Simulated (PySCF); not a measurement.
**InH2Br (InH2Br): fields and orbitals**

Aim: take InH2Br (InH2Br) and compute its lowest excited states and analyse its density (charges, bond critical points, surface potential).

Program: PySCF 2.14.0. Level of theory: levels as typed in each script, gas phase, geometry from GFN2-xTB. These are calculated values, not measurements.

### Step 1. Where the work starts

4 atoms, charge 0, spin multiplicity 1.

Bond lengths: In1–H2 1.708 Å, In1–H3 1.708 Å, In1–Br4 2.455 Å. Angles: H2–In1–H3 121.7°, H2–In1–Br4 119.1°, H3–In1–Br4 119.1°.

Geometry (Å):

```mol
BrH2In
  3D, bonds by distance, orders not assigned

  4  3  0  0  0  0  0  0  0  0999 V2000
   -0.9797    0.0000    0.0000 In  0  0
   -1.8114   -1.4922    0.0000 H   0  0
   -1.8114    1.4921    0.0000 H   0  0
    1.4750    0.0000    0.0000 Br  0  0
  1  2  8  0
  1  3  8  0
  1  4  8  0
M  END
```

### Step 2. Excited states (B3LYP/def2-svpd)

input.py

```python
import numpy as np
from pyscf import gto, scf, dft, tdscf
from pyscf.scf import atom_ks, atom_hf
from scipy.linalg import block_diag

def solve(mol, dm0=None, hcore=None):
    mf = (dft.UKS if mol.spin else dft.RKS)(mol, xc='b3lyp')
    mf.grids.level = 3
    mf = mf.density_fit(auxbasis='def2-universal-jkfit')
    mf.conv_tol, mf.max_cycle = 1e-8, 80
    if hcore is not None:
        mf.get_hcore = lambda *args: hcore
    mf.kernel(dm0)
    if not mf.converged:
        mf = mf.newton().run(mf.mo_coeff, mf.mo_occ, max_cycle=30)
    assert mf.converged, 'SCF not converged'
    return mf

mol = gto.M(atom='''
In    -0.97966     0.00000     0.00000
H     -1.81139    -1.49219     0.00000
H     -1.81141     1.49214     0.00000
Br     1.47503     0.00000     0.00000
''', basis='def2-svpd', ecp={'In': 'def2-svpd'}, charge=0, spin=0, verbose=4)
mf = solve(mol)
td = mf.TDA()
td.nstates, td.singlet, td.conv_tol = 6, True, 1e-5
td.kernel()
td.analyze()
x, y = np.array([p[0] for p in td.xy]), np.array([p[1] + 0 * p[0] for p in td.xy])
f, mu = td.oscillator_strength(), td.transition_dipole()
nto = [td.get_nto(state=i + 1, verbose=4) for i in range(len(td.e))]
# spherically averaged free atoms, for the promolecule
atom_ks.AtomSphAverageRKS.init_guess_by_vsap = lambda self, mol=None: self.init_guess_by_minao(mol)  # core potentials
atm = atom_ks.get_atm_nrks(mol, xc='b3lyp')
pro = block_diag(*[(atm[a[0]][2] * atm[a[0]][3]) @ atm[a[0]][2].T for a in mol._atom])
np.savez('result.npz', e=td.e, f=f, ok=td.converged, w=[n[0] for n in nto], nto=[n[1] for n in nto], x=x, y=y, c=mf.mo_coeff, occ=mf.mo_occ, eps=mf.mo_energy, pro=pro, mu=mu)
```

The run is started by

```console
> OMP_NUM_THREADS=1 python input.py
```

The program printed:

```text
[ENV] PYSCF_TMPDIR <dir>
[ENV] PYSCF_MAX_MEMORY 1375
[INPUT] verbose = 4
[INPUT] num. atoms = 4
[INPUT] num. electrons = 58
[INPUT] charge = 0
[INPUT] spin (= nelec alpha-beta = 2S) = 0
[INPUT] symmetry False subgroup None
[INPUT] Mole.unit = angstrom
[INPUT] Symbol           X                Y                Z      unit          X                Y                Z       unit  Magmom
[INPUT]  1 In    -0.979660000000   0.000000000000   0.000000000000 AA   -1.851289095191   0.000000000000   0.000000000000 Bohr   0.0
[INPUT]  2 H     -1.811390000000  -1.492190000000   0.000000000000 AA   -3.423031004776  -2.819830425815   0.000000000000 Bohr   0.0
[INPUT]  3 H     -1.811410000000   1.492140000000   0.000000000000 AA   -3.423068799298   2.819735939509   0.000000000000 Bohr   0.0
[INPUT]  4 Br     1.475030000000   0.000000000000   0.000000000000 AA    2.787402725517   0.000000000000   0.000000000000 Bohr   0.0

nuclear repulsion = 181.900293445604
number of shells = 35
number of NR pGTOs = 170
number of NR cGTOs = 89
basis = def2-svpd
ecp = {'In': 'def2-svpd'}

******** <class 'pyscf.df.df_jk.DFRKS'> ********
method = DFRKS
initial guess = minao
damping factor = 0
level_shift factor = 0
DIIS = <class 'pyscf.scf.diis.CDIIS'>
diis_start_cycle = 1
diis_space = 8
diis_damp = 0
SCF conv_tol = 1e-08
SCF conv_tol_grad = None
SCF max_cycles = 80
direct_scf = False
XC library pyscf.dft.libxc version 7.0.0
    S. Lehtola, C. Steigemann, M. J.T. Oliveira, and M. A.L. Marques.,  SoftwareX 7, 1–5 (2018)
XC functionals = b3lyp
    P. J. Stephens, F. J. Devlin, C. F. Chabalowski, and M. J. Frisch.,  J. Phys. Chem. 98, 11623 (1994)
radial grids:
    Treutler-Ahlrichs [JCP 102, 346 (1995); DOI:10.1063/1.469408] (M4) radial grids

becke partition: Becke, JCP 88, 2547 (1988); DOI:10.1063/1.454033
pruning grids: <function nwchem_prune at 0xfd196d83b600>
grids dens level: 3
symmetrized grids: False
atomic radii adjust function: <function treutler_atomic_radii_adjust at 0xfd196d870540>
small_rho_cutoff = 0
Set gradient conv threshold to 0.0001
Initial guess from minao.
tot grids = 61920
******** <class 'pyscf.df.df.DF'> ********
auxbasis = def2-universal-jkfit
init E= -2742.8901421532
  HOMO = -0.613221177790754  LUMO = -0.549275346482982  gap/eV = 1.74005
cycle= 1 E= -2764.08220400461  delta_E= -21.2  |g|= 2.17  |ddm|= 12.9
  HOMO = -0.0298701331931787  LUMO = -0.0230591333114775  gap/eV = 0.18534
cycle= 2 E= -2758.72136171756  delta_E= 5.36  |g|= 5.32  |ddm|= 8.34
  HOMO = -0.309715913437785  LUMO = -0.077410313669382  gap/eV = 6.32136
cycle= 3 E= -2765.25557797081  delta_E= -6.53  |g|= 0.38  |ddm|= 5.17
  HOMO = -0.236428050595159  LUMO = -0.0786533606629695  gap/eV = 4.29327
cycle= 4 E= -2765.27499149378  delta_E= -0.0194  |g|= 0.345  |ddm|= 1.06
  HOMO = -0.280069143820957  LUMO = -0.0828145387904392  gap/eV = 5.36757
cycle= 5 E= -2765.30194316404  delta_E= -0.027  |g|= 0.0242  |ddm|= 0.435
  HOMO = -0.283287417716218  LUMO = -0.0841848306602267  gap/eV = 5.41786
cycle= 6 E= -2765.30209274151  delta_E= -0.00015  |g|= 0.00532  |ddm|= 0.0422
  HOMO = -0.283609398860135  LUMO = -0.0846658709962918  gap/eV = 5.41353
cycle= 7 E= -2765.30210242904  delta_E= -9.69e-06  |g|= 0.00172  |ddm|= 0.00973
  HOMO = -0.283374646657103  LUMO = -0.0845196346571234  gap/eV = 5.41112
cycle= 8 E= -2765.30210340593  delta_E= -9.77e-07  |g|= 0.000194  |ddm|= 0.00257
  HOMO = -0.283368244830761  LUMO = -0.0845087343673118  gap/eV = 5.41124
cycle= 9 E= -2765.30210341742  delta_E= -1.15e-08  |g|= 3.88e-05  |ddm|= 0.000351
  HOMO = -0.283373836673602  LUMO = -0.08450460180272  gap/eV = 5.41151
cycle= 10 E= -2765.3021034182  delta_E= -7.72e-10  |g|= 1.77e-05  |ddm|= 0.000106
  HOMO = -0.283369432539019  LUMO = -0.0845072618395564  gap/eV = 5.41132
Extra cycle  E= -2765.30210341812  delta_E= 7.64e-11  |g|= 2.5e-05  |ddm|= 7.2e-05
converged SCF energy = -2765.30210341812

******** <class 'pyscf.tdscf.rks.TDA'> for <class 'pyscf.df.df_jk.DFRKS'> ********
nstates = 6 singlet
deg_eia_thresh = 1.000e-03
wfnsym = None
conv_tol = 1e-05
eigh lindep = 1e-12
eigh level_shift = 0
eigh max_cycle = 100

Excitation energies (eV)
[4.39830323 5.25441386 5.52103582 5.57185565 5.7124316  5.849107  ]

** Singlet excitation energies and oscillator strengths **
Excited State   1:      4.39830 eV    281.89 nm  f=0.0000
      29 -> 30       -0.70609
Excited State   2:      5.25441 eV    235.96 nm  f=0.0306
      26 -> 31        0.16781
      28 -> 30        0.68092
Excited State   3:      5.52104 eV    224.57 nm  f=0.0509
      27 -> 31       -0.16047
      29 -> 31       -0.68119
Excited State   4:      5.57186 eV    222.52 nm  f=0.0000
      27 -> 30       -0.70617
Excited State   5:      5.71243 eV    217.04 nm  f=0.0034
      26 -> 30       -0.69863
Excited State   6:      5.84911 eV    211.97 nm  f=0.0304
      28 -> 31        0.69750

** Transition electric dipole moments (AU) **
state          X           Y           Z        Dip. S.      Osc.
  1        -0.0000      0.0000     -0.0000      0.0000      0.0000
  2        -0.4879      0.0000     -0.0000      0.2380      0.0306
  3        -0.0000     -0.6133      0.0000      0.3761      0.0509
  4        -0.0000      0.0000      0.0001      0.0000      0.0000
  5         0.0000     -0.0000     -0.1549      0.0240      0.0034
  6        -0.0000     -0.0000      0.4608      0.2123      0.0304

WARN: ECP detected. Skipping calculation of transition velocity and magnetic dipole moments, which have not yet been implemented.

State 1: 4.3983 eV  NTO largest component 0.9994030659039868
    occ-NTO: 0.999513 (MO #29)
    vir-NTO: 0.999369 (MO #30)
State 2: 5.25441 eV  NTO largest component 0.9285552038774345
    occ-NTO: 0.999998 (MO #28)
    vir-NTO: 0.999331 (MO #30)
State 3: 5.52104 eV  NTO largest component 0.989325541721585
    occ-NTO: 0.974831 (MO #29)
    vir-NTO: 0.995041 (MO #31)
State 4: 5.57186 eV  NTO largest component 0.9989363630378657
    occ-NTO: 0.999515 (MO #27)
    vir-NTO: 0.999691 (MO #30)
State 5: 5.71243 eV  NTO largest component 0.9781071899343745
    occ-NTO: 0.999583 (MO #26)
    vir-NTO: 0.999419 (MO #30)
State 6: 5.84911 eV  NTO largest component 0.9763382236216545
    occ-NTO: 0.999993 (MO #28)
    vir-NTO: 0.998301 (MO #31)
Spherically averaged atomic KS for {'In', 'Br', 'H'}

******** <class 'pyscf.scf.atom_ks.AtomSphAverageRKS'> ********
method = AtomSphAverageRKS
initial guess = vsap
damping factor = 0
level_shift factor = 0
diis_start_cycle = 1
diis_space = 12
SCF conv_tol = 1e-09
SCF conv_tol_grad = None
SCF max_cycles = 50
direct_scf = True
direct_scf_tol = 1e-13
XC library pyscf.dft.libxc version 7.0.0
    S. Lehtola, C. Steigemann, M. J.T. Oliveira, and M. A.L. Marques.,  SoftwareX 7, 1–5 (2018)
XC functionals = b3lyp
    P. J. Stephens, F. J. Devlin, C. F. Chabalowski, and M. J. Frisch.,  J. Phys. Chem. 98, 11623 (1994)
radial grids:
    Treutler-Ahlrichs [JCP 102, 346 (1995); DOI:10.1063/1.469408] (M4) radial grids

becke partition: Becke, JCP 88, 2547 (1988); DOI:10.1063/1.454033
pruning grids: <function nwchem_prune at 0xfd196d83b600>
grids dens level: 3
symmetrized grids: False
atomic radii adjust function: <function treutler_atomic_radii_adjust at 0xfd196d870540>
User specified grid scheme (100, 434)
small_rho_cutoff = 0
Set gradient conv threshold to 3.16228e-05
tot grids = 23232
init E= 12.5839675441061
cycle= 1 E= -7.78030074671284  delta_E= -20.4  |g|=    0  |ddm|= 12.3
cycle= 2 E= -7.9285296887156  delta_E= -0.148  |g|=    0  |ddm|= 5.12
cycle= 3 E= -8.24876507498882  delta_E= -0.32  |g|=    0  |ddm|=  1.9
cycle= 4 E= -8.25348767155216  delta_E= -0.00472  |g|=    0  |ddm|= 0.67
cycle= 5 E= -8.25848166488765  delta_E= -0.00499  |g|=    0  |ddm|= 0.305
cycle= 6 E= -8.25858606989328  delta_E= -0.000104  |g|=    0  |ddm|= 0.0916
cycle= 7 E= -8.2586873720187  delta_E= -0.000101  |g|=    0  |ddm|= 0.045
cycle= 8 E= -8.25868962106242  delta_E= -2.25e-06  |g|=    0  |ddm|= 0.0133
cycle= 9 E= -8.25869177584934  delta_E= -2.15e-06  |g|=    0  |ddm|= 0.00661
cycle= 10 E= -8.2586918241654  delta_E= -4.83e-08  |g|=    0  |ddm|= 0.00194
cycle= 11 E= -8.25869187037026  delta_E= -4.62e-08  |g|=    0  |ddm|= 0.000969
cycle= 12 E= -8.2586918714083  delta_E= -1.04e-09  |g|=    0  |ddm|= 0.000284
cycle= 13 E= -8.25869187242597  delta_E= -1.02e-09  |g|=    0  |ddm|= 0.000102
cycle= 14 E= -8.25869187244214  delta_E= -1.62e-11  |g|=    0  |ddm|= 9.98e-06
Extra cycle  E= -8.25869187244339  delta_E= -1.25e-12  |g|=    0  |ddm|= 9.71e-06
Atomic HF for atom  In  converged. SCF energy = -8.25869187244339

******** <class 'pyscf.scf.atom_ks.AtomSphAverageRKS'> ********
method = AtomSphAverageRKS
initial guess = vsap
damping factor = 0
level_shift factor = 0
diis_start_cycle = 1
diis_space = 12
SCF conv_tol = 1e-09
SCF conv_tol_grad = None
SCF max_cycles = 50
direct_scf = True
direct_scf_tol = 1e-13
XC library pyscf.dft.libxc version 7.0.0
    S. Lehtola, C. Steigemann, M. J.T. Oliveira, and M. A.L. Marques.,  SoftwareX 7, 1–5 (2018)
XC functionals = b3lyp
    P. J. Stephens, F. J. Devlin, C. F. Chabalowski, and M. J. Frisch.,  J. Phys. Chem. 98, 11623 (1994)
radial grids:
    Treutler-Ahlrichs [JCP 102, 346 (1995); DOI:10.1063/1.469408] (M4) radial grids

becke partition: Becke, JCP 88, 2547 (1988); DOI:10.1063/1.454033
pruning grids: <function nwchem_prune at 0xfd196d83b600>
grids dens level: 3
symmetrized grids: False
atomic radii adjust function: <function treutler_atomic_radii_adjust at 0xfd196d870540>
User specified grid scheme (100, 434)
small_rho_cutoff = 0
Set gradient conv threshold to 3.16228e-05
tot grids = 26240
init E= 181.467025465936
cycle= 1 E= 181.454640558562  delta_E= -0.0124  |g|=    0  |ddm|= 0.278
cycle= 2 E= 181.454464342849  delta_E= -0.000176  |g|=    0  |ddm|= 0.0332
cycle= 3 E= 181.454462156989  delta_E= -2.19e-06  |g|=    0  |ddm|= 0.00369
cycle= 4 E= 181.454462129088  delta_E= -2.79e-08  |g|=    0  |ddm|= 0.000417
cycle= 5 E= 181.454462128733  delta_E= -3.55e-10  |g|=    0  |ddm|= 4.71e-05
Extra cycle  E= 181.454462128728  delta_E= -4.52e-12  |g|=    0  |ddm|= 5.31e-06
Atomic HF for atom  H  converged. SCF energy = 181.454462128728

******** <class 'pyscf.scf.atom_ks.AtomSphAverageRKS'> ********
method = AtomSphAverageRKS
initial guess = vsap
damping factor = 0
level_shift factor = 0
diis_start_cycle = 1
diis_space = 12
SCF conv_tol = 1e-09
SCF conv_tol_grad = None
SCF max_cycles = 50
direct_scf = True
direct_scf_tol = 1e-13
XC library pyscf.dft.libxc version 7.0.0
    S. Lehtola, C. Steigemann, M. J.T. Oliveira, and M. A.L. Marques.,  SoftwareX 7, 1–5 (2018)
XC functionals = b3lyp
    P. J. Stephens, F. J. Devlin, C. F. Chabalowski, and M. J. Frisch.,  J. Phys. Chem. 98, 11623 (1994)
radial grids:
    Treutler-Ahlrichs [JCP 102, 346 (1995); DOI:10.1063/1.469408] (M4) radial grids

becke partition: Becke, JCP 88, 2547 (1988); DOI:10.1063/1.454033
pruning grids: <function nwchem_prune at 0xfd196d83b600>
grids dens level: 3
symmetrized grids: False
atomic radii adjust function: <function treutler_atomic_radii_adjust at 0xfd196d870540>
User specified grid scheme (100, 434)
small_rho_cutoff = 0
Set gradient conv threshold to 3.16228e-05
tot grids = 22928
init E= -2390.81064629609
cycle= 1 E= -2391.89233402902  delta_E= -1.08  |g|=    0  |ddm|= 0.315
cycle= 2 E= -2391.89271709404  delta_E= -0.000383  |g|=    0  |ddm|= 0.113
cycle= 3 E= -2391.89342260985  delta_E= -0.000706  |g|=    0  |ddm|= 0.0675
cycle= 4 E= -2391.89342711166  delta_E= -4.5e-06  |g|=    0  |ddm|= 0.0209
cycle= 5 E= -2391.89343965658  delta_E= -1.25e-05  |g|=    0  |ddm|= 0.0101
cycle= 6 E= -2391.89343968228  delta_E= -2.57e-08  |g|=    0  |ddm|= 0.00133
cycle= 7 E= -2391.89343975465  delta_E= -7.24e-08  |g|=    0  |ddm|= 0.000702
cycle= 8 E= -2391.8934397548  delta_E= -1.45e-10  |g|=    0  |ddm|= 0.000118
Extra cycle  E= -2391.89343975489  delta_E= -9.5e-11  |g|=    0  |ddm|= 9.84e-05
Atomic HF for atom  Br  converged. SCF energy = -2391.89343975489
```

Run time: 49 s. Hardware: 1 thread of Arm Neoverse V2, shared host; peak memory 0.46 GiB.

The free atoms at the end serve only for the promolecule density; their printed energies are not used.

### Step 3. Post-processing

TDA singlet states:

| state | energy (eV) | f | leading pair's weight |
| --- | --- | --- | --- |
| S1 | 4.40 | 0.000 | 1.00 |
| S2 | 5.25 | 0.031 | 0.93 |
| S3 | 5.52 | 0.051 | 0.99 |
| S4 | 5.57 | 0.000 | 1.00 |
| S5 | 5.71 | 0.003 | 0.98 |
| S6 | 5.85 | 0.030 | 0.98 |

Natural transition orbitals.

5.52 eV (225 nm), f = 0.051, n → spatially extended orbital; the leading pair carries 99 %; hole on Br4 (84 %) and In1 (8 %), electron on In1 (47 %), Br4 (30 %) and H2 and H3 (11 % each); their centroids lie 1.5 Å apart. In canonical orbitals it is mainly HOMO → LUMO+1 (93 %). The HOMO–LUMO gap is 5.41 eV.

Unrelaxed difference density.

0.74 e is displaced in all, of which about 0.5 e passes between atoms: Br4 (0.53 e) lose electrons and In1 (0.39 e) and H2 and H3 (0.07 e each) gain them. The state: 5.52 eV (225 nm), f = 0.051, n → spatially extended orbital; the leading pair carries 99 %; hole on Br4 (84 %) and In1 (8 %), electron on In1 (47 %), Br4 (30 %) and H2 and H3 (11 % each); their centroids lie 1.5 Å apart.

[end of part 1 of 2]
